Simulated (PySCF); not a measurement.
# A gas-phase reaction: ClGeH7Si2 + CO2 → CH7ClGeO2Si2

Programs: PySCF 2.14.0. All values are calculated, for the isolated system unless a continuum is named. Atoms count from 0, parts from 1.

## Step 1: The system as given

Each species was relaxed by itself at GFN2-xTB.

## Step 2: Energies of the species: PBE0-D3(BJ)/def2-SVPD

The job: settings as JSON, then the geometry in Å.

```
{"job": {"kind": "react", "xc": "PBE0", "basis": "def2-SVPD", "disp": "d3bj"}, "charge": 0, "multiplicity": 1}
-1 ClGeH7Si2 charge 0 multiplicity 1
Si     0.142400     1.818180    -0.893650
Si     0.896670    -0.163450     0.070100
Cl     1.934180    -1.294180    -1.270980
Ge    -0.814690    -1.548250     0.890130
H      1.070960     2.925210    -0.654560
H     -1.146150     2.193590    -0.303480
H     -0.048650     1.720950    -2.342290
H      1.847480     0.063400     1.167710
H     -0.413540    -2.900890     1.398380
H     -1.895900    -1.861090    -0.101850
H     -1.572770    -0.953470     2.040480

-1 CO2 charge 0 multiplicity 1
O     -1.143570    -0.002500    -0.011490
C     -0.000010     0.000000     0.000000
O      1.143580     0.002500     0.011490

+1 CH7ClGeO2Si2 charge 0 multiplicity 1
O     -1.827290     0.030260     1.640130
C     -1.169430    -0.970870     1.684700
O     -0.059860    -1.184840     1.047170
Si     0.743430    -0.024450     0.093250
Si     0.953820    -1.220100    -1.897700
Cl     2.484390     0.149130     1.122250
Ge    -0.466930     1.979940     0.280950
H     -1.465030    -1.846380     2.290710
H      1.868270    -0.518580    -2.800210
H     -0.341860    -1.343530    -2.576550
H      1.468980    -2.579160    -1.706090
H      0.272350     3.077000    -0.453210
H     -1.801420     1.927930    -0.382810
H     -0.659430     2.523650     1.657400
```

Method: PBE0-D3(BJ)/def2-SVPD reaction energy of separated species, gas phase.

Started as:

```
OMP_NUM_THREADS=1 python cluster_run.py task.json out
```

One launch serves the whole session: the jobs run in the order shown.

**Question.** How long does this first job take on 1 thread of Arm Neoverse V1, shared host, and how much memory does it need?

About 35 s, with a peak of 0.77 GiB.
